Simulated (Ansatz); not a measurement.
# C2H3ClFNOSi: small, medium and large basis sets

Aim: see how fast density functionals converge with the basis set for C2H3ClFNOSi.

The runs use Ansatz 0.2.0, Gaussian basis; one geometry, several basis sets.

Plan: PBE0-D4/def2-SVP; ωB97M-V/def2-SVP; PBE0-D4/def2-QZVPP; ωB97M-V/def2-QZVPP; the functionals' def2-TZVPP values are taken from earlier runs.

## 1. Structure used throughout

All runs share one geometry, relaxed beforehand with PBE0-D4 in a triple-zeta def2 set.

SMILES `C[Si](F)(Cl)N=C=O`, 10 atoms, charge 0, spin multiplicity 1.

Atoms are counted from 1 here; the program's logs count them from 0.

Bond lengths: C1–Si2 1.833 Å, C1–H8 1.092 Å, C1–H9 1.093 Å, C1–H10 1.092 Å, Si2–F3 1.586 Å, Si2–Cl4 2.039 Å, Si2–N5 1.695 Å, N5–C6 1.198 Å, C6–O7 1.160 Å. Angles: Si2–C1–H8 110.6°, Si2–C1–H9 110.0°, Si2–C1–H10 110.4°, H8–C1–H9 108.7°, H8–C1–H10 108.5°, H9–C1–H10 108.6°, C1–Si2–F3 110.2°, C1–Si2–Cl4 111.6°, C1–Si2–N5 111.3°, F3–Si2–Cl4 107.0°, F3–Si2–N5 107.3°, Cl4–Si2–N5 109.2°, Si2–N5–C6 154.7°, N5–C6–O7 177.3°.

As a file:

```xyz
10
charge 0, multiplicity 1
C    -1.5469   -0.4790   -0.1408
Si    0.1459   -0.3257    0.5460
F     0.0808    0.0284    2.0905
Cl    1.1852   -2.0713    0.3766
N     1.0096    0.9154   -0.2197
C     1.9909    1.4327   -0.6718
O     2.9101    1.9742   -1.1275
H    -2.1026   -1.2610    0.3801
H    -2.0833    0.4661   -0.0280
H    -1.5065   -0.7311   -1.2022
```

## 2. PBE0-D4 in def2-SVP

in.yaml

```yaml
crystal:
  periodic: [false, false, false]
  atoms:
    - {symbol: C, position_ang: [-1.546918, -0.479000, -0.140808]}
    - {symbol: Si, position_ang: [0.145923, -0.325730, 0.545957]}
    - {symbol: F, position_ang: [0.080822, 0.028428, 2.090503]}
    - {symbol: Cl, position_ang: [1.185230, -2.071266, 0.376559]}
    - {symbol: N, position_ang: [1.009586, 0.915361, -0.219737]}
    - {symbol: C, position_ang: [1.990861, 1.432739, -0.671801]}
    - {symbol: O, position_ang: [2.910100, 1.974165, -1.127542]}
    - {symbol: H, position_ang: [-2.102629, -1.260961, 0.380123]}
    - {symbol: H, position_ang: [-2.083277, 0.466138, -0.028010]}
    - {symbol: H, position_ang: [-1.506498, -0.731072, -1.202243]}
basis:
  gaussian: {orbitals: def2-SVP}
hamiltonian: {xc: pbe0, dispersion: d4}
output: {orbitals: {seedname: orbitals}}
```

Started as:

```sh
> ansatz run in.yaml --threads 2 --pin off --events-out ev --progress --plain --max-ram 32768MiB --backend cpu
```

The runs that follow: ωB97M-V in def2-SVP; PBE0-D4 in def2-QZVPP; ωB97M-V in def2-QZVPP.

**Question.** What will the summary of the whole plan be? Wanted: PBE0-D4: double and triple zeta above quadruple; ωB97M-V: double and triple zeta above quadruple.

**Answer**, as computed:

| quantity | value |
| --- | --- |
| PBE0-D4: double and triple zeta above quadruple | 18.37, 1.09 eV |
| ωB97M-V: double and triple zeta above quadruple | 18.51, 1.02 eV |

What this shows: PBE0-D4 gains 17.28 eV from double to triple zeta, then 1.09 eV more. Total energies overstate the basis error of differences, where much of it tends to cancel. The LUMO of ωB97M-V is positive and keeps falling with the basis (2.59 to 1.46 eV): an unbound level that the basis holds in place.
